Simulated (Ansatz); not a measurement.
# ScB2N3: the cost of one run

Program: Ansatz 0.2.0. Level of theory: DFT PBE, scalar-relativistic, plane waves, PAW. These are calculated values, not measurements.

### Step 1. Starting point

It takes space group P6_3/mmc (No. 194, hexagonal). Conventional cell: a = 2.810 Å, b = 2.810 Å, c = 17.219 Å, α = 90.00°, β = 90.00°, γ = 120.00°. Around Sc (site symmetry -6m2) lie 6 N at 2.58 Å and 6 Sc at 2.81 Å. B (site symmetry 3m) has 6 N at 1.96 to 2.02 Å as nearest neighbours. Around N (site symmetry 3m) lie 3 B at 1.96 Å and 3 Sc at 2.58 Å. N (site symmetry -3m) is surrounded by 6 B at 2.02 Å.

Coordinates:

```cif
data_structure
_symmetry_space_group_name_H-M 'P 1'
_symmetry_Int_Tables_number 1
_cell_length_a 2.8097
_cell_length_b 2.8097
_cell_length_c 17.2186
_cell_angle_alpha 90.000
_cell_angle_beta 90.000
_cell_angle_gamma 120.000
_cell_volume 117.72
loop_
_atom_site_label
_atom_site_type_symbol
_atom_site_fract_x
_atom_site_fract_y
_atom_site_fract_z
_atom_site_occupancy
Sc1 Sc 0.00000 0.00000 0.75000 1
Sc2 Sc 0.00000 0.00000 0.25000 1
B1 B 0.33333 0.66667 0.43054 1
B2 B 0.66667 0.33333 0.93054 1
B3 B 0.33333 0.66667 0.06946 1
B4 B 0.66667 0.33333 0.56946 1
N1 N 0.66667 0.33333 0.36616 1
N2 N 0.33333 0.66667 0.86616 1
N3 N 0.33333 0.66667 0.63384 1
N4 N 0.66667 0.33333 0.13384 1
N5 N 0.00000 0.00000 0.50000 1
N6 N 0.00000 0.00000 0.00000 1
```

Recipe of the guess: species swapped into a database cell of Nb3AlC2 (P6_3/mmc, No. 194), with Sc on the Al sites, N on the Nb sites and B on the C sites. Its size is a rough estimate.

### Step 2. A first look at the guess

input.yaml reads:

```yaml
crystal:
  lattice:
    - [2.80972977, 0.0, 0.0]
    - [-1.40486489, 2.43329736, 0.0]
    - [0.0, 0.0, 17.21861018]
  atoms:
    - { symbol: Sc, position: [0.0, 0.0, 0.75] }
    - { symbol: Sc, position: [0.0, 0.0, 0.25] }
    - { symbol: B, position: [0.33333333, 0.66666667, 0.43054122] }
    - { symbol: B, position: [0.66666667, 0.33333333, 0.93054122] }
    - { symbol: B, position: [0.33333333, 0.66666667, 0.06945878] }
    - { symbol: B, position: [0.66666667, 0.33333333, 0.56945878] }
    - { symbol: "N", position: [0.66666667, 0.33333333, 0.36615947] }
    - { symbol: "N", position: [0.33333333, 0.66666667, 0.86615947] }
    - { symbol: "N", position: [0.33333333, 0.66666667, 0.63384053] }
    - { symbol: "N", position: [0.66666667, 0.33333333, 0.13384053] }
    - { symbol: "N", position: [0.0, 0.0, 0.5] }
    - { symbol: "N", position: [0.0, 0.0, 0.0] }
basis:
  ecutwfc: 420
kpoints:
  mp_grid: { grid: [6, 6, 1] }
hamiltonian:
  xc: pbe
scf:
  occupations: { method: gaussian, width: 0.1 }
  lower_state_search: "off"
output:
  forces: true
  stress: true
  eigenvalues: true
```

Started as:

```sh
> ansatz run input.yaml --threads 1 --pin off --max-ram 2560MiB --backend cpu --events-out ev --progress --plain --runs-dir out
```

**Question.** How long does this run take on 1 thread of Arm Neoverse N1, shared host, and how much memory does it need?

About 5 s, with a peak of 0.36 GiB.
